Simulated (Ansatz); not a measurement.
# Be4TeS3: the band gap up the ladder of functionals

An exercise on one series of results from a longer session: the logs are not shown, and one member is left open.

Code: Ansatz 0.2.0. PAW datasets, plane waves. Values at 0 K without nuclear motion; spin polarisation is off, and the phase may be a hypothetical one.

## The cell

The cell was relaxed beforehand with r2SCAN.

Space group R3m (No. 160), trigonal; a = 3.595 Å, c = 35.154 Å in the conventional setting, 16.39 Å³ an atom. S has 4 Be at 2.08–2.18 Å; S has 4 Be at 2.11–2.18 Å; S has 4 Be at 2.11–2.17 Å; Te has 4 Be at 2.31–2.44 Å; Be has 4 S at 2.11–2.18 Å.

Structure file:

```
S Te Be
1.0
     1.79735    1.03770   11.71804
    -1.79735    1.03770   11.71804
     0.00000   -2.07540   11.71804
S Te Be
3 1 4
Direct
  0.00449 0.00449 0.00449
  0.74982 0.74982 0.74982
  0.49528 0.49528 0.49528
  0.24976 0.24976 0.24976
  0.68984 0.68984 0.68984
  0.43527 0.43527 0.43527
  0.18024 0.18024 0.18024
  0.94530 0.94530 0.94530
```

The first run:

input.yaml

```yaml
crystal:
  lattice:
    - [1.7973505384, 1.0377008172, 11.7180385519]
    - [-1.7973505384, 1.0377008172, 11.7180385519]
    - [0.0, -2.0754016343, 11.7180385519]
  atoms:
    - { symbol: S, position: [0.0044886227, 0.0044886227, 0.0044886227] }
    - { symbol: S, position: [0.7498224293, 0.7498224293, 0.7498224293] }
    - { symbol: S, position: [0.4952849179, 0.4952849179, 0.4952849179] }
    - { symbol: Te, position: [0.2497560192, 0.2497560192, 0.2497560192] }
    - { symbol: Be, position: [0.6898420178, 0.6898420178, 0.6898420178] }
    - { symbol: Be, position: [0.4352705243, 0.4352705243, 0.4352705243] }
    - { symbol: Be, position: [0.1802394563, 0.1802394563, 0.1802394563] }
    - { symbol: Be, position: [0.9452960124, 0.9452960124, 0.9452960124] }
kpoints:
  mp_grid: { grid: [8, 8, 8] }
  band_path:
    path:
      - [[0.0, 0.0, 0.0], [-0.5, -0.5, -0.5], [-0.5, -0.1718947585712, -0.8281052414288]]
      - [[-0.1718947585712, 0.1718947585712, -0.5], [3.268468287769e-16, -2.654813583017e-17, -0.5], [0.0, 0.0, 0.0], [4.925120226601e-16, 0.3359473792856, -0.3359473792856]]
      - [[-0.3359473792856, -3.418097648051e-17, -0.6640526207144], [-0.5, -3.418097648051e-17, -0.5], [0.0, 0.0, 0.0]]
    npoints: 10
hamiltonian:
  xc: pbe
scf:
  occupations: { method: fermi_dirac, width: 0.02 }
  n_extra_bands: 6
output:
  forces: true
  stress: true
  eigenvalues: true
  write_density: true
  write_potential: true
  elf: true
  volumetric_format: npy
```

The run is started by

```bash
$ ansatz run input.yaml --threads 4 --pin off --max-ram 5529MiB --backend cpu --events-out ev --progress --plain --runs-dir out
```

Among the steps run: Band structure with PBE; r2SCAN at the same geometry; Single point with HSE06; PBE+SOC; PBE0 at the same geometry.

One table of the session follows, with a row left open; its other results are not shown here.

| level | gap (eV) |
| --- | --- |
| PBE | 0.92 |
| r2SCAN | 1.21 |
| HSE06 | 1.58 |
| PBE+SOC | 0.64 |
| PBE0 | ? |

Estimate the missing values for PBE0.

**Answer.** gap (eV): 2.26. In the column «gap (eV)» it is the highest.

Meshes: PBE 8×8×8, r2SCAN 8×8×8, HSE06 6×6×6, PBE+SOC 8×8×8, PBE0 6×6×6

In words: PBE+SOC gives the least gap, 0.64 eV, and PBE0 the largest, 2.26 eV. Against HSE06, PBE is short by 0.66 eV, at 58 % of it, and r2SCAN 76 %. PBE0 lies 0.67 eV above HSE06, which differs from it by screening the long-range exchange.

Limits of these values: Warnings in the runs' records: stress scf threshold loose, stress exchange threshold loose.
